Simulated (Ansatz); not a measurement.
The same path of a periodic cell of 14 atoms, Ta$_{6}$HN$_{6}$F (surface TaN(001), adsorbate HF, already come apart at the first end) was run twice with different band settings.

Theory: DFT PBE-D3(BJ), scalar-relativistic, plane waves, PAW in Ansatz. Settings: PAW set soft_1, cutoff 420 eV, k mesh 2x2x1, gaussian smearing 0.05 eV, no spin polarisation.

Relaxed end points:

```xyz
14
Lattice="5.2085 0.0000 0.0000 -2.6042 4.5107 0.0000 0.0000 0.0000 16.3721" Properties=species:S:1:pos:R:3
Ta 0.000 0.000 1.000
Ta -0.004 3.011 2.232
Ta 2.611 1.507 2.224
N 2.044 0.000 1.000
N 1.582 2.741 1.000
N -1.022 1.770 1.000
Ta -0.006 -0.011 3.874
Ta 0.003 2.948 5.195
Ta 2.609 1.497 5.202
N 2.019 -0.020 3.827
N 1.585 2.755 3.773
N -1.024 1.747 3.778
F -2.844 -0.009 6.630
H -1.199 2.059 6.409
```

```xyz
14
Lattice="5.2085 0.0000 0.0000 -2.6042 4.5107 0.0000 0.0000 0.0000 16.3721" Properties=species:S:1:pos:R:3
Ta 0.000 0.000 1.000
Ta 0.000 3.015 2.223
Ta 2.610 1.501 2.231
N 2.044 0.000 1.000
N 1.582 2.741 1.000
N -1.022 1.770 1.000
Ta -0.007 -0.011 3.874
Ta -0.007 3.007 5.201
Ta 2.552 1.475 5.195
N 2.024 -0.015 3.779
N 1.593 2.750 3.774
N -1.028 1.738 3.827
F -1.191 2.043 6.630
H -0.221 4.500 6.410
```

Common settings: climbing image yes; spring 5.0 eV/Å²; optimiser quadratic models (default); force threshold 0.05 eV/Å; end points relaxed; atoms held 1, 4, 5, 6.

| run | movable images | start path | iteration limit |
| --- | --- | --- | --- |
| 1 | 7 | IDPP | 28 |
| 2 | 1 | default | 50 |

(1) What does each run give, and how far can it be trusted?

Answers

(1) Run 1: converged after 19 iterations, highest image 1.098 eV above the first end. By the program's own check the climbing image is a first-order saddle point (lowest curvatures found: -1.21 and 0.41 eV/Å²).
Run 2: converged after 15 iterations, highest image 1.099 eV above the first end. The order of the stationary point at the top wasn't checked. So few images can step over the top or miss a turn of the path.
Limits of this set-up: coarse k mesh, thin slab, slab without dipole correction.
